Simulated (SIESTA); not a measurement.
Cu3Sn:

```
Sn Cu
1.0
     4.32000    0.00000    0.00000
     0.00000    5.49000    0.00000
     0.00000    0.00000    4.74000
Sn Cu
2 6
Cartesian
  2.1600 2.7450 1.5784
  0.0000 0.0000 3.1616
  2.1600 1.3725 3.9484
  2.1600 4.1175 3.9484
  0.0000 4.1175 0.7916
  0.0000 1.3725 0.7916
  0.0000 2.7450 3.1616
  2.1600 0.0000 1.5784
```

| Quantity | Value |
| --- | --- |
| Program | SIESTA 5.4.2 |
| Task | single point |
| Functional | PBEsol |
| Potentials or basis | PseudoDojo 0.4 standard (PBEsol files) |
| Basis | DZP (energy shift 0.003 Ry; two zetas on semicore shells) |
| Grid cutoff | 800 Ry |
| Energy shift | 0.003 Ry |
| k mesh | 6 × 5 × 6 |
| Occupations | fermi-dirac, width 0.05 eV |
| Spin | no spin polarisation |

On this cell: pressure -1.7 GPa; largest force 0.651 eV/Å; band gap on the k mesh none (metal or under the smearing width).

The same run follows on a disturbed copy (atoms moved at random, drawn with an rms of 0.05 Å):

```xyz
8
Lattice="4.3200 0.0000 0.0000 0.0000 5.4900 0.0000 0.0000 0.0000 4.7400" Properties=species:S:1:pos:R:3 pbc="T T T"
Sn    2.1343    2.7670    1.5873
Sn    0.0330   -0.0843    3.1601
Cu    2.1266    1.4072    3.9890
Cu    2.1520    4.1073    3.9544
Cu    0.0248    4.1504    0.8047
Cu   -0.0143    1.4283    0.7723
Cu    0.0397    2.7497    3.1621
Cu    2.1957    0.0028    1.6002
```

What changes?

The energy (extrapolated to zero smearing) moves by +11.4 meV/atom; pressure -1.2 GPa; largest force 1.145 eV/Å; band gap on the k mesh none (metal or under the smearing width).

Forces on the atoms (eV/Å):
```
Sn   0.500 -0.228 -0.265
Sn  -0.369  1.003  0.410
Cu   0.265 -0.200  0.116
Cu   0.294 -0.034  0.494
Cu  -0.220 -0.047 -0.469
Cu  -0.062 -0.280 -0.279
Cu  -0.386 -0.360  0.688
Cu  -0.021  0.149 -0.693
```

Stress tensor (GPa, compression positive):
```
-0.48 -0.24 -0.03
-0.24 -1.34  0.03
-0.03  0.03 -1.89
```

Caveats: short orbitals over semicore shells can move pressures by several GPa; the basis of atomic orbitals isn't converged, which shifts pressures, moduli and gaps.
